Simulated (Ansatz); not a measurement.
**BrF2HOTi: up Jacob's ladder to CCSD(T)**

The task here is to estimate one member of a computed series from the others.

The runs use Ansatz 0.2.0, Gaussian basis; functionals in def2-TZVPP, the program's frozen cores in correlated methods.

Levels to be run: LDA (SPW92), PBE-D4, revPBE-D4, BLYP-D4, r2SCAN-D4, B97M-V, PBE0-D4, B3LYP-D4, r2SCANh-D4, r2SCAN0-D4, HSE06-D4, BHLYP-D4, CAM-B3LYP-D4, LC-ωPBE, ωB97X-V, ωB97M-V, B2PLYP, PBE-QIDH; CCSD(T)/def2-SVP; CCSD(T)/def2-TZVPP; MP2/def2-QZVPP; extrapolation to the limit; RPA on PBE.

### The relaxed structure

An earlier PBE0-D4 in a triple-zeta def2 set relaxation fixed the geometry.

SMILES `[OH][Ti]([F])([F])[Br]`, 6 atoms, charge 0, spin multiplicity 1.

Atoms are counted from 1 here; the program's logs count them from 0.

Bond lengths: O1–Ti2 1.757 Å, O1–H6 0.959 Å, Ti2–F3 1.744 Å, Ti2–F4 1.744 Å, Ti2–Br5 2.349 Å. Angles: Ti2–O1–H6 140.6°, O1–Ti2–F3 109.4°, O1–Ti2–F4 108.9°, O1–Ti2–Br5 109.4°, F3–Ti2–F4 110.3°, F3–Ti2–Br5 108.4°, F4–Ti2–Br5 110.4°.

Geometry (Å):

```xyz
6
BrF2HOTi
O    -0.2749   -0.0332    1.3411
Ti    0.1975   -0.1708   -0.3454
F    -1.1094   -0.8788   -1.2585
F     1.6227   -1.1707   -0.4537
Br    0.6312    1.9691   -1.2111
H    -1.0249    0.2203    1.8814
```

Set-up of the first run:

Input file in.yaml:

```yaml
crystal:
  periodic: [false, false, false]
  atoms:
    - {symbol: O, position_ang: [-0.274853, -0.033230, 1.341133]}
    - {symbol: Ti, position_ang: [0.197462, -0.170824, -0.345387]}
    - {symbol: F, position_ang: [-1.109407, -0.878808, -1.258513]}
    - {symbol: F, position_ang: [1.622733, -1.170701, -0.453711]}
    - {symbol: Br, position_ang: [0.631199, 1.969144, -1.211131]}
    - {symbol: H, position_ang: [-1.024935, 0.220320, 1.881410]}
basis:
  gaussian: {orbitals: def2-TZVPP}
hamiltonian: {xc: lda}
output: {orbitals: {seedname: orbitals}}
```

Launch:

```sh
$ ansatz run in.yaml --threads 4 --pin off --events-out ev --progress --plain --max-ram 10444MiB
```

Among the steps run: LDA; PBE-D4 (GGA); revPBE-D4 (GGA); BLYP-D4 (GGA); r2SCAN-D4 (meta-GGA); B97M-V (meta-GGA); PBE0-D4 (hybrid); B3LYP-D4 (hybrid); r2SCANh-D4 (hybrid); r2SCAN0-D4 (hybrid); HSE06-D4 (hybrid); BHLYP-D4 (hybrid); CAM-B3LYP-D4 (range-separated); LC-ωPBE (range-separated); ωB97X-V (range-separated); ωB97M-V (range-separated); B2PLYP (double hybrid); PBE-QIDH (double hybrid).

One of the session's tables, all rows but one given; the rest of the session is left out.

It belongs to the step «Frontier levels by functional». 

| functional | HOMO (eV) | LUMO (eV) | gap (eV) |
| --- | --- | --- | --- |
| LDA (SPW92) | -7.80 | -4.07 | 3.73 |
| PBE-D4 | -7.60 | -3.81 | 3.80 |
| revPBE-D4 | -7.53 | -3.72 | 3.81 |
| BLYP-D4 | -7.45 | -3.73 | 3.72 |
| r2SCAN-D4 | -7.96 | -3.79 | 4.17 |
| B97M-V | -8.00 | -3.79 | 4.22 |
| PBE0-D4 | -8.93 | -2.91 | 6.01 |
| B3LYP-D4 | -8.67 | -3.20 | 5.47 |
| r2SCANh-D4 | -8.44 | -3.44 | 5.00 |
| r2SCAN0-D4 | -9.17 | -2.88 | 6.29 |
| HSE06-D4 | -8.53 | -3.30 | 5.23 |
| BHLYP-D4 | -10.10 | -1.84 | 8.26 |
| CAM-B3LYP-D4 | -10.23 | -1.84 | 8.39 |
| LC-ωPBE | -11.56 | -0.67 | 10.89 |
| ωB97X-V | -11.22 | -0.68 | 10.54 |
| ωB97M-V | ? | ? | ? |

Estimate the missing values for ωB97M-V.

**Answer.** HOMO (eV): -11.10; LUMO (eV): -0.68; gap (eV): 10.42. In the column «HOMO (eV)» it lies between ωB97X-V (-11.22) and CAM-B3LYP-D4 (-10.23).
